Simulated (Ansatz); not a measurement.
Crystal: TlBi.

```
Bi Tl
1.0
     3.99171    0.00000    0.00000
     0.00000    3.99171    0.00000
     0.00000    0.00000    3.99171
Bi Tl
1 1
Direct
  0.50000 0.50000 0.50000
  0.00000 0.00000 0.00000
```

The cell comes from a database or a generator and needn't be the stable form of this composition.

```yaml
Program: Ansatz 0.2.0
Task: relaxation of cell and atoms
Functional: revPBE
Potentials_or_basis: Ansatz PAW
Cutoff: "420 eV (not typed: the program's choice for these potentials)"
k_mesh: 7 × 7 × 7
Occupations: fermi-dirac, width 0.05 eV
Spin: no spin polarisation
```

At the start: volume 31.80 Å³/atom.

Task: How do energy, volume and symmetry change on relaxing?

Result: It ends after 4 steps and the volume is 32.68 Å³/atom (+2.7 %); space group Pm-3m (No. 221, to 0.05 Å).

The path:
```
step  energy change (eV)  largest force (eV/Å)  volume (Å³)
   1              0.0000                0.0000        63.60
   2             -0.0045                0.0000        65.09
   3             -0.0046                0.0000        65.35
   4             -0.0050                0.0000        65.35
```

Final structure:
```
CELL_PARAMETERS angstrom
4.02795 0.00000 0.00000
0.00000 4.02795 0.00000
0.00000 0.00000 4.02795
ATOMIC_POSITIONS crystal
Bi 0.50000 0.50000 0.50000
Tl 0.00000 0.00000 0.00000
```

Caveat: the plane-wave basis is chosen anew once the cell has moved, so the energies of steps on either side of that aren't comparable; the PAW data sets come from PBE, with cores solved anew for the run's functional, which leaves a small shift of forces and pressure.
